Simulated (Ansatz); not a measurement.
# La2CdAu2: the cost of one run

Computed with the Python package of Ansatz 0.2.0. Level of theory: DFT LDA, plane waves, PAW.

## (1) The structure

Symmetry: P4/mbm, No. 127, tetragonal system. Conventional cell: a = 8.155 Å, b = 8.155 Å, c = 4.003 Å, α = 90.00°, β = 90.00°, γ = 90.00°. Around La (site symmetry m2m) lie 6 Au at 3.05 to 3.18 Å. Cd (site symmetry 4/m) has 4 Au at 3.21 Å and 8 La at 3.62 Å in its first shell of neighbours. Au (site symmetry m2m) is surrounded by 1 Au at 2.96 Å and 6 La at 3.05 to 3.18 Å and 2 Cd at 3.21 Å.

No structure file is read: the coordinates are typed or built in the script.

## (2) The code

File pdos_la2cdau2.py:

```python
"""Which atoms and shells make the states of La2CdAu2."""

import sys

import ansatz as az
import matplotlib.pyplot as plt
import numpy as np

lattice = az.Lattice.of(
    (8.155121, 0.0, 0.0),
    (0.0, 8.155121, 0.0),
    (0.0, 0.0, 4.003382),
)
sites = [
    ("La", (0.671994, 0.171994, 0.5)),
    ("La", (0.328006, 0.828006, 0.5)),
    ("La", (0.171994, 0.328006, 0.5)),
    ("La", (0.828006, 0.671994, 0.5)),
    ("Cd", (0.0, 0.0, 0.0)),
    ("Cd", (0.5, 0.5, 0.0)),
    ("Au", (0.128231, 0.628231, 0.0)),
    ("Au", (0.871769, 0.371769, 0.0)),
    ("Au", (0.628231, 0.871769, 0.0)),
    ("Au", (0.371769, 0.128231, 0.0)),
]
structure = az.Crystal(lattice=lattice)
for symbol, position in sites:
    structure = structure.atom(symbol, position)

model = (
    structure.calculation()
    .functional("LDA")
    .basis(470)  # cutoff of the orbital basis
    .accuracy("low")  # preset for grids and thresholds
    .kpoints(4, 4, 8, center="monkhorst-pack")  # sampling of the Brillouin zone
    .occupations(az.OccupationsMethod.FERMI_DIRAC)  # the run then minimises F = E - TS
    .scf(extra_bands=26)
    .density_of_states(projected=True, energy_step=0.05)  # states per eV and cell
)
try:
    res = model.run(threads=1, backend="cpu")
except az.NonConvergedError as error:
    sys.exit(f"no convergence: {error}")
except az.RefusalError as error:
    sys.exit(f"input refused: {error}")
data = res.report

dos = res.density_of_states()
energy = np.asarray(dos.energies_ev) - dos.fermi_ev
curves = {}
for site in res.projected_density_of_states().sites:
    for shell in site.shells:
        weight = sum(np.sum(curve.g_bin_mean_per_ev, axis=0) for curve in shell.curves)
        name = f"{site.species} {shell.label}"
        curves[name] = curves.get(name, 0) + weight

window = (energy > -6) & (energy < 6)
fig, ax = plt.subplots(figsize=(5.5, 3.5))
for name, g in curves.items():
    if g[window].max() > 0.05:
        ax.plot(energy[window], g[window], label=name, lw=1)
        print(f"{name:8s} peak {g[window].max():7.3f} states/eV at {energy[window][g[window].argmax()]:6.2f} eV")
ax.set(xlabel="E - E_F (eV)", ylabel="states/eV")
ax.legend(fontsize=7)
fig.tight_layout()
fig.savefig("pdos.png", dpi=100)
```

## (3) What the engine is handed

The engine receives this input:

```yaml
crystal:
  lattice:
    - [8.155121, 0.0, 0.0]
    - [0.0, 8.155121, 0.0]
    - [0.0, 0.0, 4.003382]
  atoms:
    - { symbol: La, position: [0.671994, 0.171994, 0.5] }
    - { symbol: La, position: [0.328006, 0.828006, 0.5] }
    - { symbol: La, position: [0.171994, 0.328006, 0.5] }
    - { symbol: La, position: [0.828006, 0.671994, 0.5] }
    - { symbol: Cd, position: [0.0, 0.0, 0.0] }
    - { symbol: Cd, position: [0.5, 0.5, 0.0] }
    - { symbol: Au, position: [0.128231, 0.628231, 0.0] }
    - { symbol: Au, position: [0.871769, 0.371769, 0.0] }
    - { symbol: Au, position: [0.628231, 0.871769, 0.0] }
    - { symbol: Au, position: [0.371769, 0.128231, 0.0] }
accuracy: low
basis:
  ecutwfc: 470.0
kpoints:
  mp_grid:
    grid: [4, 4, 8]
    shift: [0.5, 0.5, 0.5]
hamiltonian:
  xc: lda
scf:
  n_extra_bands: 26
  occupations:
    method: fermi_dirac
output:
  dos:
    de: 0.05
    projected: true
```

## (4) Launch

Started as:

```sh
$ python pdos_la2cdau2.py
```

**Question.** How long does this script take on 1 thread of Arm Neoverse V1, shared host, and how much memory does it need?

About 39 s, with a peak of 0.79 GiB.
